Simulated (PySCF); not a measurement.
**Cd²⁺: interval between two levels with spin-orbit coupling**

Each state of cadmium is computed at each level; their differences give the interval between two levels. How far do the methods differ?

The numbers are computed with PySCF 2.14.0 (two-component X2C-1e, generalised determinants), except any that are marked as measured or tabulated.

**1. The system**

| Quantity | Value |
| --- | --- |
| Element | cadmium (Z = 48) |
| Basis | x2c-TZVPall-2c with one added diffuse shell each of s, p, d type (9s10p8d1f, 86 functions) |
| Hamiltonian | two-component X2C-1e, Gaussian nucleus, no Breit or QED terms; spin-orbit coupling, run by run: off; screened by Boettger's factors |
| Core shells frozen in the correlated runs | [Ar] 3d10 (for Cd²⁺) |
| State 1 | Cd²⁺ 4d10 1S0: [Kr] 4d10 |
| State 2 | Cd²⁺ 4d9 5s1 3D3: [Kr] 4d9 5s1; 4d3/2 filled at m_j = -3/2, -1/2, +1/2, +3/2; 4d5/2 filled at m_j = -3/2, -1/2, +1/2, +3/2, +5/2; 5s1/2 filled at m_j = +1/2 |
| Methods | GHF, GMP2 |

Outer shells as boxes (Hund's rule):

Cd2+ [Kr] 4d10
```
[Kr] core
4d [↑↓][↑↓][↑↓][↑↓][↑↓]
```

Cd2+ [Kr] 4d9 5s1
```
[Kr] core
4d [↑↓][↑↓][↑↓][↑↓][↑ ]
5s [↑ ]
```

A driver program built on PySCF's X2C-1e integrals ran all steps in one process from the settings above; there is no separate input file.

The driver's launch:

```sh
$ OMP_NUM_THREADS=1 python sorun2.py TASK.json OUT
```

The integrals over 86 functions and the set-up took 2.6 s of CPU time.

**2. Cd²⁺ 4d10 1S0, method by method**

**GHF (spin-free)**

Log:

```text
cycle= 1 E= -5589.9337817917  delta_E= -5.59e+03  |FDS-SDF|= 0.000851
cycle= 2 E= -5589.9337850008  delta_E= -3.21e-06  |FDS-SDF|= 0.000344
cycle= 3 E= -5589.9337860907  delta_E= -1.09e-06  |FDS-SDF|= 6.92e-05
cycle= 4 E= -5589.9337861469  delta_E= -5.62e-08  |FDS-SDF|= 3.82e-06
cycle= 5 E= -5589.9337861471  delta_E= -1.96e-10  |FDS-SDF|= 2.96e-07
```

It took 1.6 s on 1 thread of Neoverse-V2, shared host, the integrals not counted.

Occupied spinors (without spin-orbit coupling the j labels only name the start):

| spinor shell | electrons | mean energy (eV) | weight of the nominal j | rms radius (bohr) |
| --- | --- | --- | --- | --- |
| 1s1/2 | 2 | -26864.7 | 1.000 | 0.0348 |
| 2s1/2 | 2 | -4092.4 | 1.000 | 0.142 |
| 2p1/2 | 2 | -3666.8 | 0.667 | 0.127 |
| 2p3/2 | 4 | -3666.8 | 0.834 | 0.127 |
| 3s1/2 | 2 | -815.75 | 1.000 | 0.381 |
| 3p1/2 | 2 | -672.73 | 0.667 | 0.383 |
| 3p3/2 | 4 | -672.73 | 0.833 | 0.383 |
| 3d5/2 | 6 | -449.47 | 0.801 | 0.364 |
| 3d3/2 | 4 | -449.47 | 0.701 | 0.364 |
| 4s1/2 | 2 | -147.40 | 1.000 | 0.944 |
| 4p3/2 | 4 | -103.33 | 0.833 | 1.03 |
| 4p1/2 | 2 | -103.33 | 0.667 | 1.03 |
| 4d5/2 | 6 | -38.068 | 0.799 | 1.35 |
| 4d3/2 | 4 | -38.068 | 0.699 | 1.35 |

M_J = 0, ⟨J²⟩ = 0.000, ⟨L²⟩ = 0.000, ⟨S²⟩ = 0.000.

**GMP2 (spin-free)**

The driver printed no log here.

Time after the integrals: 1.2 s (1 thread of Neoverse-V2, shared host).

With 18 electrons correlated and 6 very high virtual spinors dropped, the MP2 correlation energy is -0.47999 hartree. Largest pairs: 4d3/2-4d5/2 -0.1324, 4d5/2-4d5/2 -0.0974, 4d5/2-4p3/2 -0.0475, 4d3/2-4d3/2 -0.0429, 4d3/2-4p3/2 -0.0313.

**GHF (screened spin-orbit)**

Log:

```text
cycle= 1 E= -5591.0566179710  delta_E= -5.59e+03  |FDS-SDF|= 0.0147
cycle= 2 E= -5591.0583985242  delta_E= -0.00178  |FDS-SDF|= 0.00135
cycle= 3 E= -5591.0584392095  delta_E= -4.07e-05  |FDS-SDF|= 0.000304
cycle= 4 E= -5591.0584413509  delta_E= -2.14e-06  |FDS-SDF|= 0.000117
cycle= 5 E= -5591.0584415196  delta_E= -1.69e-07  |FDS-SDF|= 1.96e-05
cycle= 6 E= -5591.0584415261  delta_E= -6.49e-09  |FDS-SDF|= 1.47e-06
cycle= 7 E= -5591.0584415262  delta_E= -3.64e-11  |FDS-SDF|= 1.77e-07
```

Time after the integrals: 2 s (1 thread of Neoverse-V2, shared host).

The outer occupied spinors:

| spinor shell | electrons | mean energy (eV) | weight of the nominal j | rms radius (bohr) |
| --- | --- | --- | --- | --- |
| 3p3/2 | 4 | -661.38 | 1.000 | 0.386 |
| 3d3/2 | 4 | -453.73 | 1.000 | 0.362 |
| 3d5/2 | 6 | -446.52 | 1.000 | 0.365 |
| 4s1/2 | 2 | -147.38 | 1.000 | 0.944 |
| 4p1/2 | 2 | -107.56 | 1.000 | 1.01 |
| 4p3/2 | 4 | -101.39 | 1.000 | 1.04 |
| 4d3/2 | 4 | -38.562 | 1.000 | 1.34 |
| 4d5/2 | 6 | -37.737 | 1.000 | 1.36 |

M_J = 0, ⟨J²⟩ = 0.000, ⟨L²⟩ = 0.016, ⟨S²⟩ = 0.016.

**GMP2 (screened spin-orbit)**

No log was kept for this step.

It took 0.93 s on 1 thread of Neoverse-V2, shared host, the integrals not counted.

With 18 electrons correlated and 6 very high virtual spinors dropped, the MP2 correlation energy is -0.48011 hartree. Largest pairs: 4d3/2-4d5/2 -0.1329, 4d5/2-4d5/2 -0.0969, 4d5/2-4p3/2 -0.0471, 4d3/2-4d3/2 -0.0429, 4d3/2-4p3/2 -0.0321.

**3. Cd²⁺ 4d9 5s1 3D3, method by method**

**GHF (spin-free)**

Log:

```text
cycle= 1 E= -5589.5646786497  delta_E= -5.59e+03  |FDS-SDF|= 0.0139
cycle= 2 E= -5589.5677454238  delta_E= -0.00307  |FDS-SDF|= 0.00197
cycle= 3 E= -5589.5679115879  delta_E= -0.000166  |FDS-SDF|= 0.000897
cycle= 4 E= -5589.5679270815  delta_E= -1.55e-05  |FDS-SDF|= 0.000232
cycle= 5 E= -5589.5679294125  delta_E= -2.33e-06  |FDS-SDF|= 4.29e-05
cycle= 6 E= -5589.5679294791  delta_E= -6.66e-08  |FDS-SDF|= 9.72e-06
cycle= 7 E= -5589.5679294828  delta_E= -3.67e-09  |FDS-SDF|= 2.48e-06
```

It took 2 s on 1 thread of Neoverse-V2, shared host, the integrals not counted.

Occupied spinors (without spin-orbit coupling the j labels only name the start):

| spinor shell | electrons | mean energy (eV) | weight of the nominal j | rms radius (bohr) |
| --- | --- | --- | --- | --- |
| 1s1/2 | 2 | -26871.1 | 1.000 | 0.0348 |
| 2s1/2 | 2 | -4099.0 | 1.000 | 0.142 |
| 2p1/2 | 2 | -3673.7 | 0.667 | 0.127 |
| 2p3/2 | 4 | -3673.3 | 0.833 | 0.127 |
| 3s1/2 | 2 | -822.36 | 1.000 | 0.381 |
| 3p1/2 | 2 | -679.58 | 0.667 | 0.383 |
| 3p3/2 | 4 | -679.13 | 0.833 | 0.383 |
| 3d3/2 | 4 | -456.24 | 0.700 | 0.363 |
| 3d5/2 | 6 | -455.77 | 0.800 | 0.364 |
| 4s1/2 | 2 | -153.24 | 1.000 | 0.938 |
| 4p1/2 | 2 | -109.70 | 0.667 | 1.02 |
| 4p3/2 | 4 | -107.98 | 0.833 | 1.02 |
| 4d3/2 | 4 | -43.495 | 0.700 | 1.31 |
| 4d5/2 | 5 | -42.948 | 0.760 | 1.31 |
| 5s1/2 | 1 | -26.225 | 1.000 | 2.65 |

M_J = 3, ⟨J²⟩ = 12.005, ⟨L²⟩ = 6.004, ⟨S²⟩ = 2.000.

**GMP2 (spin-free)**

No log was kept for this step.

Time after the integrals: 0.92 s (1 thread of Neoverse-V2, shared host).

With 18 electrons correlated and 6 very high virtual spinors dropped, the MP2 correlation energy is -0.46966 hartree. Largest pairs: 4d3/2-4d5/2 -0.1094, 4d5/2-4d5/2 -0.0663, 4d5/2-4p3/2 -0.0546, 4d3/2-4d3/2 -0.0429, 4d3/2-4p3/2 -0.0392.

**GHF (screened spin-orbit)**

Log:

```text
cycle= 1 E= -5590.6964717396  delta_E= -5.59e+03  |FDS-SDF|= 0.0232
cycle= 2 E= -5590.7032492681  delta_E= -0.00678  |FDS-SDF|= 0.00313
cycle= 3 E= -5590.7035504901  delta_E= -0.000301  |FDS-SDF|= 0.00109
cycle= 4 E= -5590.7035734893  delta_E= -2.3e-05  |FDS-SDF|= 0.000431
cycle= 5 E= -5590.7035771303  delta_E= -3.64e-06  |FDS-SDF|= 4.79e-05
cycle= 6 E= -5590.7035772093  delta_E= -7.9e-08  |FDS-SDF|= 1.03e-05
cycle= 7 E= -5590.7035772134  delta_E= -4.12e-09  |FDS-SDF|= 2.82e-06
```

It took 2 s on 1 thread of Neoverse-V2, shared host, the integrals not counted.

The outer occupied spinors:

| spinor shell | electrons | mean energy (eV) | weight of the nominal j | rms radius (bohr) |
| --- | --- | --- | --- | --- |
| 3d3/2 | 4 | -460.34 | 0.999 | 0.362 |
| 3d5/2 | 6 | -452.83 | 0.999 | 0.365 |
| 4s1/2 | 2 | -153.19 | 1.000 | 0.938 |
| 4p1/2 | 2 | -113.61 | 0.987 | 1.01 |
| 4p3/2 | 4 | -106.16 | 0.993 | 1.03 |
| 4d3/2 | 4 | -43.958 | 0.898 | 1.30 |
| 4d5/2 | 5 | -42.597 | 0.918 | 1.31 |
| 5s1/2 | 1 | -26.224 | 1.000 | 2.65 |

M_J = 3, ⟨J²⟩ = 12.005, ⟨L²⟩ = 6.019, ⟨S²⟩ = 2.016. Rows whose weight is well below 1 mix j = l ± 1/2: exchange competes with spin-orbit coupling there.

**GMP2 (screened spin-orbit)**

The driver printed no log here.

Time after the integrals: 0.93 s (1 thread of Neoverse-V2, shared host).

With 18 electrons correlated and 6 very high virtual spinors dropped, the MP2 correlation energy is -0.47016 hartree. Largest pairs: 4d3/2-4d5/2 -0.1166, 4d5/2-4d5/2 -0.0623, 4d5/2-4p3/2 -0.0541, 4d3/2-4p3/2 -0.0399, 4d3/2-4d3/2 -0.0398.

**4. Differences of total energies**

Interval between two levels: Cd²⁺ [Kr] 4d10 → Cd²⁺ [Kr] 4d9 5s1 [4d3/2^4 4d5/2^5 5s1/2^1, M_J = 3].

| method | value (eV) | CPU time, both states (s) |
| --- | --- | --- |
| GHF (spin-free) | 9.955 | 3.6 |
| GMP2 (spin-free) | 10.236 | 5.7 |
| GHF (screened spin-orbit) | 9.656 | 4 |
| GMP2 (screened spin-orbit) | 9.927 | 5.9 |

Times are CPU seconds on a shared host without the integrals; correlated rows include their Hartree-Fock run.

**5. What came out**

| quantity | value |
| --- | --- |
| interval between two levels, Cd²⁺ → 4d9 5s1 3D3 | GHF (spin-free) 9.955, GMP2 (screened spin-orbit) 9.927 eV |

The methods span 0.580 eV, from GHF (screened spin-orbit) (9.656) to GMP2 (spin-free) (10.236). No reference value is at hand in this session. Spin-orbit coupling moves the difference by -0.309 eV at GMP2. All values hold for this basis alone; no basis-set limit was taken.
